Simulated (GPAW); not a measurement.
# SiO (F-43m) in GPAW: convergence with plane-wave cutoff (eV)

Aim: find how far plane-wave cutoff (eV) must go before the results for SiO settle, at PBE. This setting moves, with any that are tied to it; all else stays.

Program: GPAW 26.7.0. These are calculated values, not measurements. Logs are shortened: lines on timing, memory, paths and dates and some standing lists are left out, and cuts for length are marked. The log counts tension as positive stress, the text compression.

## Step 1: The crystal as given

It takes space group F-43m (No. 216, cubic). The conventional cell has a = 4.867 Å, b = 4.867 Å, c = 4.867 Å, α = 90.00°, β = 90.00°, γ = 90.00°. Si (site symmetry -43m) is surrounded by 4 O at 2.11 Å. O (site symmetry -43m) is surrounded by 4 Si at 2.11 Å.

The cell was built by a generator and needn't be a form met in nature.

## Step 2: With plane-wave cutoff (eV) 300

The input, run.py:

```python
from ase import Atoms
from ase.dft.bandgap import bandgap
from ase.io import write
from ase.units import GPa
from gpaw import GPAW, PW

atoms = Atoms(['Si', 'O'],
              cell=[[0.0, 2.43364, 2.43364],
                    [2.43364, 0.0, 2.43364],
                    [2.43364, 2.43364, 0.0]],
              scaled_positions=[[0.75, 0.75, 0.75],
                                [0.0, 0.0, 0.0]],
              pbc=True)

calc = GPAW(mode=PW(300),
            xc='PBE',
            kpts={'size': (9, 9, 9), 'gamma': True},
            occupations={'name': 'fermi-dirac', 'width': 0.05},
            nbands=13,
            convergence={'density': 1e-05, 'energy': 1e-05},
            maxiter=100,
            txt='gpaw.txt')
atoms.calc = calc
energy = atoms.get_potential_energy()
forces = atoms.get_forces()
stress = atoms.get_stress()
calc.write('gs.gpw')
write('result.traj', atoms)
print(f'Energy: {energy:.6f} eV')
print('Forces (eV/A):')
print(forces.round(4))
print('Stress (GPa):', (stress / GPa).round(3))
print('Fermi level:', round(calc.get_fermi_level(), 4), 'eV')
print(f'Gap: {bandgap(calc)[0]:.4f} eV, direct: {bandgap(calc, direct=True)[0]:.4f} eV')
```

Potentials or basis: GPAW PAW data sets (gpaw-data 1.2.1), pw.

The run is started by

```sh
$ OMP_NUM_THREADS=1 python run.py
```

gpaw.txt:

```text
__  _  _
 | _ |_)|_||  |
 |__||  | ||/\| - 26.7.0

Input parameters:
  mode=PW(ecut=300.0),
  convergence={'density': 1e-05, 'energy': 1e-05},
  kpts=MonkhorstPack(size=(9, 9, 9), gamma=True),
  maxiter=100,
  nbands=13,
  occupations=Occupations(name='fermi-dirac', width=0.05),
  xc=XC(name='PBE')

Diagonalizing LCAO Hamiltonian
Converting LCAO to pw mode

                   Si

       O

Atoms  # Å, Bohr magnetons
|   | symbol |        x |        y |        z |    initial magnetic moments |
|---|--------|----------|----------|----------|-----------------------------|
| 0 |     Si | 3.650460 | 3.650460 | 3.650460 | ( 0.0000,  0.0000,  0.0000) |
| 1 |      O | 0.000000 | 0.000000 | 0.000000 | ( 0.0000,  0.0000,  0.0000) |

Unit cell  # Å
| periodic |        x |        y |        z |  lengths |    angles |
|----------|----------|----------|----------|----------|-----------|
|      yes | 0.000000 | 2.433640 | 2.433640 | 3.441687 | 60.000000 |
|      yes | 2.433640 | 0.000000 | 2.433640 | 3.441687 | 60.000000 |
|      yes | 2.433640 | 2.433640 | 0.000000 | 3.441687 | 60.000000 |

Number of symmetries: 24
Symmetry operations  # r_c * U_cc + t_c -> r_c
|    | kind |            matrix            |
|----|------|------------------------------|
|  0 |  E   |  1, 0, 0,  0, 1, 0,  0, 0, 1 |
|  1 |  σ   |  1, 0, 0,  0, 0, 1,  0, 1, 0 |
|  2 |  σ   |  1, 0,-1,  0, 1,-1,  0, 0,-1 |
|  3 |  C3  |  1, 0,-1,  0, 0,-1,  0, 1,-1 |
|  4 |  C3  |  1,-1, 0,  0,-1, 1,  0,-1, 0 |
|  5 |  σ   |  1,-1, 0,  0,-1, 0,  0,-1, 1 |
|  6 |  σ   |  0, 1, 0,  1, 0, 0,  0, 0, 1 |
|  7 |  C3  |  0, 1, 0,  0, 0, 1,  1, 0, 0 |
|  8 |  C2  |  0, 1,-1,  1, 0,-1,  0, 0,-1 |
|  9 |  S4  |  0, 1,-1,  0, 0,-1,  1, 0,-1 |
| 10 |  C3  |  0, 0, 1,  1, 0, 0,  0, 1, 0 |
| 11 |  σ   |  0, 0, 1,  0, 1, 0,  1, 0, 0 |
| 12 |  S4  |  0, 0,-1,  1, 0,-1,  0, 1,-1 |
| 13 |  C3  |  0, 0,-1,  0, 1,-1,  1, 0,-1 |
| 14 |  S4  |  0,-1, 1,  1,-1, 0,  0,-1, 0 |
| 15 |  C2  |  0,-1, 1,  0,-1, 0,  1,-1, 0 |
| 16 |  C3  |  0,-1, 0,  1,-1, 0,  0,-1, 1 |
| 17 |  S4  |  0,-1, 0,  0,-1, 1,  1,-1, 0 |
| 18 |  S4  | -1, 1, 0, -1, 0, 1, -1, 0, 0 |
| 19 |  C3  | -1, 1, 0, -1, 0, 0, -1, 0, 1 |
| 20 |  C3  | -1, 0, 1, -1, 1, 0, -1, 0, 0 |
| 21 |  S4  | -1, 0, 1, -1, 0, 0, -1, 1, 0 |
| 22 |  σ   | -1, 0, 0, -1, 1, 0, -1, 0, 1 |
| 23 |  C2  | -1, 0, 0, -1, 0, 1, -1, 1, 0 |

BZ-sampling:
  Number of BZ points: 729
  Number of IBZ points: 35

  Monkhorst-Pack size: [9, 9, 9]
  Monkhorst-Pack shift: [0, 0, 0]

K-points  # in reciprocal-cell coordinates
|     |                                coordinates |     weight |
|-----|--------------------------------------------|------------|
|   0 | (  0.00000000,   0.00000000,   0.00000000) | 0.00137174 |
|   1 | (  0.11111111,   0.11111111,   0.00000000) | 0.00823045 |
|   2 | (  0.11111111,   0.11111111,   0.11111111) | 0.01097394 |
|   3 | (  0.22222222,   0.11111111,   0.11111111) | 0.01646091 |
|   4 | (  0.22222222,   0.22222222,   0.00000000) | 0.00823045 |
|   5 | (  0.22222222,   0.22222222,   0.11111111) | 0.03292181 |
|   6 | (  0.22222222,   0.22222222,   0.22222222) | 0.01097394 |
|   7 | (  0.33333333,   0.22222222,   0.11111111) | 0.03292181 |
|   8 | (  0.33333333,   0.22222222,   0.22222222) | 0.03292181 |
|   9 | (  0.33333333,   0.33333333,  -0.33333333) | 0.01646091 |
| ... |                                            |            |
|  34 | (  0.44444444,   0.44444444,   0.44444444) | 0.01097394 |

Plane wave coefficients: 348
Cutoff: 300.0 eV

Spin-components: 1 (collinear spins)
Bands:           13
Projectors:      10
Spin-degeneracy: 2
Datatype:        complex128

Parallelization:
  kpt:    1
  domain: 1
  band:   1

Density:
  Valence electrons: 10.0
  Components: 1
  Grid points: [14 14 14]
  Charge: 0.0  # |e|

Potential:
  Grid points: [14 14 14]

species:
  Si:
    name:    Silicon
    Z:       14.0
    valence: 4
    core:    10
    charge:  0.0  # [|e|]
    compensation charges:
      type: gauss
      rc: 0.33  # [Å]
      lmax: 2
    cutoffs:
      filter: 1.86  # [Å]
      core: 2.06  # [Å]
    projectors
    | kind |    occ | energy [eV] | rcut [Å] |
    |------|--------|-------------|----------|
    |   3s |  2.000 |     -10.812 |    1.058 |
    |   3p |  2.000 |      -4.081 |    1.058 |
    |    s |        |      16.399 |    1.058 |
    |    p |        |      23.130 |    1.058 |
    |    d |        |       0.000 |    1.058 |

    Using partial waves for Si as LCAO basis

  O:
    name:    Oxygen
    Z:       8.0
    valence: 6
    core:    2
    charge:  0.0  # [|e|]
    compensation charges:
      type: gauss
      rc: 0.21  # [Å]
      lmax: 2
    cutoffs:
      filter: 1.17  # [Å]
      core: 0.83  # [Å]
    projectors
    | kind |    occ | energy [eV] | rcut [Å] |
    |------|--------|-------------|----------|
    |   2s |  2.000 |     -23.961 |    0.688 |
    |   2p |  4.000 |      -9.029 |    0.598 |
    |    s |        |       3.251 |    0.688 |
    |    p |        |      18.182 |    0.598 |
    |    d |        |       0.000 |    0.619 |

    Using partial waves for O as LCAO basis

Reference energy: -9927.196551  # eV

eigensolver:
  PPCG
  Converge bands: occupied
  niter=2

density mixing:
  MSR1-Mixer
  Pratt-step length: 0.05
  Maximum mixing coefficient: 0.75
  Old densities: 10
  SVD Regularization: 0.005
  Good broyden scale: 1.0
  Trust region scale: 1.0
  Backstep threshold: 4.0
  History deletion threshold: 6.0
  Fourier metric: weight=20.0, sigma=0.015

occupation numbers:
  Fermi-Dirac:
    width: 0.0500  # eV

poisson solver:
  ecut: 2400.0  # eV

xc functional:
  name: PBE with 2 nearest neighbor stencil

convergence criteria:
- Maximum integral of absolute [dens]ity change: 1e-05 electrons / valence electron
- Maximum [total energy] change in last 3 cyles: 1e-05 eV / valence electron
- Maximum integral of absolute [eigenst]ate change: 4e-08 eV^2 / valence electron
maximum number of iterations: 100

SCF iterations
|iter     | |      energy | eigst |  dens |
|---------|-|-------------|-------|-------|
|iter:   1| |   -4.723599 | -0.22 |       |
|iter:   2| |   -4.684013 | -2.47 | -0.94 |
|iter:   3| |   -4.499132 | -2.30 | -0.98 |
|iter:   4| |   -4.442659 | -2.53 | -1.37 |
|iter:   5| |   -4.433718 | -3.62 | -1.84 |
|iter:   6| |   -4.433887 | -5.48 | -2.48 |
|iter:   7| |   -4.433904 | -6.34 | -2.99 |
|iter:   8| |   -4.433904c| -8.14c| -4.02 |
|iter:   9| |   -4.433904c| -8.23c| -4.73 |
|iter:  10| |   -4.433904c| -8.88c| -5.23c|

Converged in 10 steps
Energy contributions relative to reference atoms: (reference = -9927.196551)

Energy contributions:
  Kinetic:         -18.084806
  Coulomb:          21.614728
  Zero:              0.023006
  External:          0.000000
  Xc:               -7.984977
  Entropy:          -0.003710
  Spinorbit:         0.000000
  ----------------------------
  Free energy:      -4.435759
  Extrapolated:     -4.433904

dipole moment: (-10.488308, -10.488308, -10.488308)  # |e|*Ang

Fermi level: 6.536
Eigenvalues  # (at kpt = [0.000, 0.000, 0.000])
| band index |      eig [eV] | occ [0-2] |
|------------|---------------|-----------|
|          0 |       -15.789 |     2.000 |
|          1 |        -0.077 |     2.000 |
|          2 |         1.165 |     2.000 |
|          3 |         1.170 |     2.000 |
|          4 |         1.170 |     2.000 |
|          5 |        10.061 |     0.000 |
|          6 |        10.062 |     0.000 |
|          7 |        10.062 |     0.000 |
|          8 |        16.791 |     0.000 |
|          9 |        17.865 |     0.000 |
|         10 |        17.886 |     0.000 |
|         11 |        18.758 |     0.000 |
|         12 |        18.760 |     0.000 |

No gap
No difference between direct/indirect transitions

Forces  # eV/Ang
|        x |       y |        z |
|----------|---------|----------|
| -0.00000 | 0.00000 |  0.00000 |  # Si   0
| -0.00000 | 0.00000 | -0.00000 |  # O    1

Stress tensor  # eV/Ang^3
|         x |         y |         z |
|-----------|-----------|-----------|
|  0.594437 | -0.000000 | -0.000000 |
| -0.000000 |  0.594437 |  0.000000 |
| -0.000000 |  0.000000 |  0.594437 |

# Writing to gs.gpw (mode='')
```

It took 5.2 s on 1 thread of Arm Neoverse V1, shared host; peak memory 0.12 GiB.

Results:

```
Free energy            : -4.4358 eV
Pressure               : -95.2 GPa
Band gap on the k mesh : none (metal or under the smearing width)
```

## Step 3: With plane-wave cutoff (eV) 350

Edit run.py of step 2 so:

```diff
@@ -14,3 +14,3 @@
 
-calc = GPAW(mode=PW(300),
+calc = GPAW(mode=PW(350),
             xc='PBE',
```

Potentials or basis: GPAW PAW data sets (gpaw-data 1.2.1), pw.

The run is started by

```sh
$ OMP_NUM_THREADS=1 python run.py
```

Wall time 5.6 s (1 thread of Arm Neoverse V1, shared host); peak memory 0.12 GiB.

Results:

```yaml
Free_energy: -7.6795 eV
Pressure: -60.6 GPa
Band_gap_on_the_k_mesh: none (metal or under the smearing width)
```

## Step 4: With plane-wave cutoff (eV) 400

Edit run.py of step 3 so:

```diff
@@ -14,3 +14,3 @@
 
-calc = GPAW(mode=PW(350),
+calc = GPAW(mode=PW(400),
             xc='PBE',
```

The run is started by

```sh
$ OMP_NUM_THREADS=1 python run.py
```

Run time: 5.9 s. Hardware: 1 thread of Arm Neoverse V1, shared host; peak memory 0.12 GiB.

What came out:

```
Free energy            : -9.4331 eV
Pressure               : -36.2 GPa
Band gap on the k mesh : none (metal or under the smearing width)
```

## Step 5: With plane-wave cutoff (eV) 500

Edit run.py of step 4 so:

```diff
@@ -14,3 +14,3 @@
 
-calc = GPAW(mode=PW(400),
+calc = GPAW(mode=PW(500),
             xc='PBE',
```

The run is started by

```sh
$ OMP_NUM_THREADS=1 python run.py
```

Run time: 9.4 s. Hardware: 1 thread of Arm Neoverse V1, shared host; peak memory 0.13 GiB.

What came out:

```
Free energy            : -10.7779 eV
Pressure               : -11.1 GPa
Band gap on the k mesh : none (metal or under the smearing width)
```

## Step 6: With plane-wave cutoff (eV) 600

Edit run.py of step 5 so:

```diff
@@ -14,3 +14,3 @@
 
-calc = GPAW(mode=PW(500),
+calc = GPAW(mode=PW(600),
             xc='PBE',
```

Potentials or basis: GPAW PAW data sets (gpaw-data 1.2.1), pw.

The run is started by

```sh
$ OMP_NUM_THREADS=1 python run.py
```

It took 9.1 s on 1 thread of Arm Neoverse V1, shared host; peak memory 0.14 GiB.

It converged, with:

| Property | Result |
| --- | --- |
| Free energy | -11.1066 eV |
| Pressure | -2.7 GPa |
| Band gap on the k mesh | none (metal or under the smearing width) |

## Step 7: With plane-wave cutoff (eV) 700

Edit run.py of step 6 so:

```diff
@@ -14,3 +14,3 @@
 
-calc = GPAW(mode=PW(600),
+calc = GPAW(mode=PW(700),
             xc='PBE',
```

The run is started by

```sh
$ OMP_NUM_THREADS=1 python run.py
```

Run time: 16 s. Hardware: 1 thread of Arm Neoverse V1, shared host; peak memory 0.15 GiB.

The run converged. Its results:

```yaml
Free_energy: -11.1767 eV
Pressure: -0.2 GPa
Band_gap_on_the_k_mesh: none (metal or under the smearing width)
```

## Step 8: With plane-wave cutoff (eV) 800

Edit run.py of step 7 so:

```diff
@@ -14,3 +14,3 @@
 
-calc = GPAW(mode=PW(700),
+calc = GPAW(mode=PW(800),
             xc='PBE',
```

The run is started by

```sh
$ OMP_NUM_THREADS=1 python run.py
```

It took 16 s on 1 thread of Arm Neoverse V1, shared host; peak memory 0.15 GiB.

Results (log left out):

* Free energy: -11.1882 eV
* Pressure: 0.4 GPa
* Band gap on the k mesh: none (metal or under the smearing width)

## Step 9: With plane-wave cutoff (eV) 1000

Edit run.py of step 8 so:

```diff
@@ -14,3 +14,3 @@
 
-calc = GPAW(mode=PW(800),
+calc = GPAW(mode=PW(1000),
             xc='PBE',
```

Potentials or basis: GPAW PAW data sets (gpaw-data 1.2.1), pw.

The run is started by

```sh
$ OMP_NUM_THREADS=1 python run.py
```

Run time: 23 s. Hardware: 1 thread of Arm Neoverse V1, shared host; peak memory 0.17 GiB.

The run converged. Its results:

| Quantity | Value |
| --- | --- |
| Free energy | -11.1894 eV |
| Pressure | 0.5 GPa |
| Band gap on the k mesh | none (metal or under the smearing width) |

## Step 10: With plane-wave cutoff (eV) 1200

Edit run.py of step 9 so:

```diff
@@ -14,3 +14,3 @@
 
-calc = GPAW(mode=PW(1000),
+calc = GPAW(mode=PW(1200),
             xc='PBE',
```

The run is started by

```sh
$ OMP_NUM_THREADS=1 python run.py
```

Wall time 26 s (1 thread of Arm Neoverse V1, shared host); peak memory 0.19 GiB.

Results (log left out):

| Quantity | Value |
| --- | --- |
| Free energy | -11.1900 eV |
| Pressure | 0.5 GPa |
| Band gap on the k mesh | none (metal or under the smearing width) |

## Step 11: Summary

```csv
plane-wave cutoff (eV),"energy less the tightest run, at zero smearing (meV/atom)",pressure (GPa),SCF cycles,CPU time (s),peak memory (GiB)
300,3376.81,-95.24,10,5.2,0.12
350,1755.28,-60.63,10,5.6,0.12
400,878.51,-36.18,10,5.9,0.12
500,206.06,-11.13,10,9.4,0.13
600,41.68,-2.67,10,9.1,0.14
700,6.62,-0.19,10,16,0.15
800,0.88,0.39,10,16,0.15
1000,0.26,0.48,10,23,0.17
1200,0.00,0.48,10,26,0.19
```

Against the tightest run, the energy stays within 1 meV/atom from 800 on; the pressure stays within 0.1 GPa from 800 on. The tightest run that finished is the yardstick and may itself not be fully converged.
